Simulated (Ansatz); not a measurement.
# CsRu2: the cost of one run

Method: DFT PBE, scalar-relativistic, plane waves, PAW, in Ansatz 0.2.0.

**1. The system as given**

Symmetry: P4/mmm, No. 123, tetragonal system. Conventional cell: a = 4.129 Å, b = 4.129 Å, c = 5.654 Å, α = 90.00°, β = 90.00°, γ = 90.00°. Around Cs (site symmetry 4/mmm) lie 6 Ru at 2.83 to 2.92 Å. Ru (site symmetry 4/mmm) is surrounded by 4 Cs at 2.92 Å. Ru (site symmetry 4/mmm) is surrounded by 2 Cs at 2.83 Å.

Structure file:

```xyz
3
Lattice="4.1292 0.0000 0.0000 0.0000 4.1292 0.0000 0.0000 0.0000 5.6538" Properties=species:S:1:pos:R:3 pbc="T T T"
Cs    0.0000    0.0000    2.8269
Ru    2.0646    2.0646    2.8269
Ru    0.0000    0.0000    0.0000
```

A structure generator made this guess: random cell by space group and Wyckoff sites (P4/mmm, No. 123). Its size is a rough estimate.

**2. Probe: one point on a coarse mesh**

input.yaml

```yaml
crystal:
  lattice:
    - [4.12924518, 0.0, 0.0]
    - [0.0, 4.12924518, 0.0]
    - [0.0, 0.0, 5.65381221]
  atoms:
    - { symbol: Cs, position: [0.0, 0.0, 0.5] }
    - { symbol: Ru, position: [0.5, 0.5, 0.5] }
    - { symbol: Ru, position: [0.0, 0.0, 0.0] }
basis:
  ecutwfc: 420
kpoints:
  mp_grid: { grid: [4, 4, 4] }
hamiltonian:
  xc: pbe
scf:
  occupations: { method: gaussian, width: 0.1 }
  lower_state_search: "off"
output:
  forces: true
  stress: true
  eigenvalues: true
```

Launch:

```sh
$ ansatz run input.yaml --threads 1 --pin off --max-ram 2048MiB --backend cpu --events-out ev --progress --plain --runs-dir out
```

Q: Estimate wall time and peak memory on 1 thread of Arm Neoverse N1, shared host.

About 6.1 s, with a peak of 0.39 GiB.
